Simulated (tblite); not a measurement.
# C8H12O3: the cost of one run

Programs: PySCF 2.14.0 with density-fitted response routines of our own, and tblite 0.8.0. All values are computed, except where a source is named. Atoms count from 0 throughout.

### 1 The molecule as given

23 atoms, charge 0, multiplicity 1; geometry from: MMFF94s geometry.

Bonds of the start (Å): C0–C1 1.50, C0–H11 1.11, C0–H12 1.10, C0–H13 1.10, C1–C2 1.53, C1–H14 1.08, C1–H15 1.12, C2–C4 1.50, C2–O3 1.24, C4–C5 1.49, C4–H16 1.09, C4–H17 1.10, C5–C7 1.52, C5–O6 1.23, C7–C8 1.51, C7–H18 1.09, C7–H19 1.09, C8–C9 1.50, C8–O10 1.23, C9–H20 1.09, C9–H21 1.10, C9–H22 1.09.

### 2 GFN2-xTB relaxation, conformer 1

Job settings and geometry (Å):

```
{"job": {"xc": "GFN2-xTB", "basis": "xTB", "kind": "relax"}, "charge": 0, "multiplicity": 1}
C     -3.811500     0.921300    -0.268500
C     -2.839000    -0.221700    -0.185800
C     -1.396200     0.204500    -0.440000
O     -1.093900     1.383900    -0.687300
C     -0.347700    -0.858100    -0.357400
C      0.487800    -0.693400     0.871300
O      0.158600    -1.230300     1.927800
C      1.687100     0.238500     0.823300
C      2.791800    -0.236200    -0.088200
C      4.012700     0.633000    -0.142400
O      2.698300    -1.263200    -0.760800
H     -4.841000     0.567800    -0.070400
H     -3.587800     1.706000     0.472900
H     -3.797100     1.379200    -1.265800
H     -3.103600    -0.986000    -0.907200
H     -2.878700    -0.664900     0.838100
H     -0.805400    -1.846800    -0.348500
H      0.262900    -0.814900    -1.270000
H      2.090000     0.324400     1.837400
H      1.348700     1.225700     0.506200
H      4.461900     0.707300     0.851900
H      3.745400     1.632500    -0.505400
H      4.751900     0.203300    -0.821300
```

Command:

```console
$ OMP_NUM_THREADS=1 python ens_run.py task.json out
```

The driver reads the study from task.json and runs its stages one after another.

Q: Estimate the wall time of this first job on 1 thread of Arm Neoverse V1, shared host.

About 2.7 s.
